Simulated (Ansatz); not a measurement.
C2H7AlGeO, SMILES [AlH2][CH]1O[CH2][GeH2]1, a rigid torsion scan

Computed with Ansatz's Python interface.

Typed at the interpreter:
```pycon
>>> import ansatz
>>> from ase import Atoms
>>> atoms = Atoms(["Al", "C", "O", "C", "Ge", "H", "H", "H", "H", "H", "H", "H"], positions=[
...     [0.0202, 1.4488, 1.5957],
...     [-0.5341, -0.223, 0.6868],
...     [-1.4477, 0.0082, -0.3945],
...     [-0.5061, -0.4733, -1.4034],
...     [0.9474, -0.966, -0.3331],
...     [1.5279, 1.8302, 1.7401],
...     [-0.9118, 2.7739, 1.2921],
...     [-0.9146, -0.9481, 1.3877],
...     [-1.0284, -1.3573, -1.8435],
...     [-0.3308, 0.3195, -2.1033],
...     [1.096, -2.4887, -0.1099],
...     [2.159, 0.0206, -0.4805],
... ])
>>> first = (
...     ansatz.Crystal.molecule_from_ase(atoms).calculation()
...     .basis(gaussian="def2-SVP")
...     .functional("hf")
...     .relax(force_tolerance=0.02, max_steps=80)
... )
>>> atoms.positions = first.run(threads=1, backend="cpu").report["positions_ang"]
>>> start = atoms.get_dihedral(2, 1, 0, 5)
>>> energies = {}
>>> for turn in range(0, 360, 30):
...     turned = atoms.copy()
...     turned.set_dihedral(2, 1, 0, 5, start + turn, indices=[0, 5, 6])
...     model = ansatz.Crystal.molecule_from_ase(turned).calculation()
...     model = model.basis(gaussian="def2-SVP")
...     model = model.functional("hf")
...     energies[round((start + turn) % 360)] = model.run(threads=1, backend="cpu").report["free_energy_ev"]
...
>>> floor = min(energies.values())
>>> print("dihedral O2-C1-Al0-H5 (deg)   E - E(min) (kJ/mol)")
dihedral O2-C1-Al0-H5 (deg)   E - E(min) (kJ/mol)
>>> for angle, e in sorted(energies.items()):
...     print(f"{angle:8d} {96.485332 * (e - floor):14.3f}  " + "#" * int(30 * (e - floor) / max(max(energies.values()) - floor, 1e-9)))
...
      17          4.141  ##########
      47          8.890  ######################
      77         11.838  ##############################
     107          8.901  ######################
     137          2.783  #######
     167          0.000
     197          2.716  ######
     227          8.334  #####################
     257         11.637  #############################
     287          9.008  ######################
     317          3.871  #########
     347          1.831  ####
```

The scan is rigid and the energies are electronic, in a modest basis. With rigid groups the curve can differ much from the relaxed path, the start wasn't checked as a minimum of this torsion, and equivalent turns needn't return to the same energy. Run time: 2.3 min on 1 thread of Arm Neoverse V1, on a shared host, peak memory 0.39 GiB.
